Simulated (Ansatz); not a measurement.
# UHF/STO-3G run of SnSiH5O (SMILES [SiH3][O][SnH2])

Aim: the vertical electron affinity of SnSiH5O at UHF/STO-3G, from 2 runs. 

The calculation is run with Ansatz 0.2.0.

34 further runs of the same task are left out: 34 set aside as unsound or not needed.

## Step 1: Starting point

SnSiH5O has 8 atoms, charge 0, and is taken as a doublet. SMILES: `[SiH3][O][SnH2]`. The coordinates come from a PBE0-D4/def2-TZVP relaxation. This is one conformer, not always the lowest.

Bond lengths: Si1–O2 1.631 Å, O2–Sn3 1.970 Å, Si1–H4 1.493 Å, Si1–H5 1.487 Å, Si1–H6 1.489 Å, Sn3–H7 1.723 Å, Sn3–H8 1.730 Å. Angles: Si1–O2–Sn3 136.4°, O2–Si1–H4 111.2°, O2–Si1–H5 109.2°, O2–Si1–H6 111.0°, O2–Sn3–H7 102.4°, O2–Sn3–H8 105.0°, H4–Si1–H5 108.7°, H4–Si1–H6 107.9°, H5–Si1–H6 108.8°, H7–Sn3–H8 112.5°.

## Step 2: A single-point energy at UHF/STO-3G

File job.yaml:

```yaml
crystal:
  periodic: [false, false, false]
  atoms:
    - {symbol: Si, position_ang: [-0.737900, 1.075100, -0.480800]}
    - {symbol: O, position_ang: [0.586900, 0.306200, 0.078800]}
    - {symbol: Sn, position_ang: [0.956500, -1.332100, 1.108000]}
    - {symbol: H, position_ang: [-1.877900, 0.127700, -0.658800]}
    - {symbol: H, position_ang: [-0.424600, 1.696400, -1.794600]}
    - {symbol: H, position_ang: [-1.173500, 2.142300, 0.461900]}
    - {symbol: H, position_ang: [2.665400, -1.489100, 0.950500]}
    - {symbol: H, position_ang: [0.097400, -2.583700, 0.279200]}
basis:
  gaussian:
    orbitals: STO-3G
hamiltonian:
  xc: hf
accuracy: high
output: {orbitals: {seedname: orbitals}}
total_charge: 0
magnetization:
  spin_polarized: true
  initial_magnetization: 1
```

Run with:

```sh
ansatz run job.yaml --threads 1 --pin off --max-ram 3480MiB --events-out events.jsonl --progress --plain --runs-dir runs
```

Standard output:

```text
Warning: RAYON_NUM_THREADS=1 ignored (pool sized by the plan → 1); use --threads N
Functional definition: HF
  name "HF"
  exchange = exact_x
  correlation = 0
882 factors; integrals over basis functions are off by at most 5.7e-8 eV
mean field evaluation 1: about -172127.2587 eV, gradient 1.5e1 eV
mean field evaluation 2: about -172127.3202 eV, gradient 1.5e1 eV
mean field evaluation 4: about -172129.2666 eV, gradient 1.4e0 eV
mean field evaluation 8: about -172129.3103 eV, gradient 5.9e-4 eV
mean field evaluation 16: about -172119.9760 eV, gradient 1.7e1 eV
mean field -172129.30743296 eV, -6325.6353747263 hartree, gradient 2.9e-8 eV, S^2 0.753033; 0 other end points of the search recorded, 0 dependent functions left out
reference -172129.30743296 eV, -6325.6353747263 hartree; 39, 38 occupied and 7, 8 virtual orbitals, 882 factors
Total energy: -172129.30743296 eV, -6325.6353747263 hartree
```

It took 1.7 s on 1 thread of Arm Neoverse V1, shared host; peak memory 0.16 GiB.

## Step 3: The singlet anion, same level

Changes to job.yaml since step 2:

```diff
@@ -12,11 +12,6 @@
 basis:
-  gaussian:
-    orbitals: STO-3G
-hamiltonian:
-  xc: hf
+  gaussian: {orbitals: STO-3G}
+output: {orbitals: {seedname: orbitals}}
+total_charge: -1
 accuracy: high
-output: {orbitals: {seedname: orbitals}}
-total_charge: 0
-magnetization:
-  spin_polarized: true
-  initial_magnetization: 1
+hamiltonian: {xc: hf}
```

Run with:

```sh
ansatz run job.yaml --threads 1 --pin off --max-ram 3480MiB --events-out events.jsonl --progress --plain --runs-dir runs
```

Standard output:

```text
Warning: RAYON_NUM_THREADS=1 ignored (pool sized by the plan → 1); use --threads N
Functional definition: HF
  name "HF"
  exchange = exact_x
  correlation = 0
882 factors; integrals over basis functions are off by at most 5.7e-8 eV
mean field evaluation 1: about -172123.8138 eV, gradient 1.5e1 eV
mean field evaluation 2: about -172123.8954 eV, gradient 1.5e1 eV
mean field evaluation 4: about -172125.0023 eV, gradient 1.4e0 eV
mean field evaluation 8: about -172125.0139 eV, gradient 1.8e-2 eV
mean field -172125.01389582 eV, -6325.4775901468 hartree, gradient 1.7e-8 eV, S^2 0.000000; 0 other end points of the search recorded, 0 dependent functions left out
reference -172125.01389582 eV, -6325.4775901468 hartree; 39, 39 occupied and 7, 7 virtual orbitals, 882 factors
Total energy: -172125.01389582 eV, -6325.4775901468 hartree
```

Wall time 1 s (1 thread of Arm Neoverse V1, shared host); peak memory 0.12 GiB.

## Step 4: What came out

Level: UHF/STO-3G.

| quantity | value |
| --- | --- |
| doublet SnSiH5O: total energy | -6325.63537 Eh |
| doublet SnSiH5O: HOMO energy (highest over α and β) | -5.53 eV |
| doublet SnSiH5O: LUMO energy (lowest over α and β) | 4.70 eV |
| doublet SnSiH5O: ⟨S²⟩ | 0.753 |
| singlet anion: total energy | -6325.47759 Eh |
| singlet anion: HOMO energy | 3.90 eV |
| singlet anion: LUMO energy | 16.81 eV |
| singlet anion: HOMO–LUMO gap (to an unbound level, set by the basis) | 12.91 eV |
| vertical electron affinity (to the singlet anion) | -4.294 eV |

The anion lies 4.29 eV (99 kcal/mol) above the neutral: the electron isn't bound at this level, and such a value depends on the basis. Without diffuse functions anions come out too high. Hartree–Fock misses the correlation that binds many anions. In a minimal basis such a difference can be off by several eV, whatever the method. Relativity is left out (doublet SnSiH5O) although the molecule holds a heavy atom. The HOMO (singlet anion) lies at positive energy, 3.90 eV: the electron is unbound at this level or held by a compact basis; values depend on the basis. Relativity is left out (singlet anion) although the molecule holds a heavy atom.
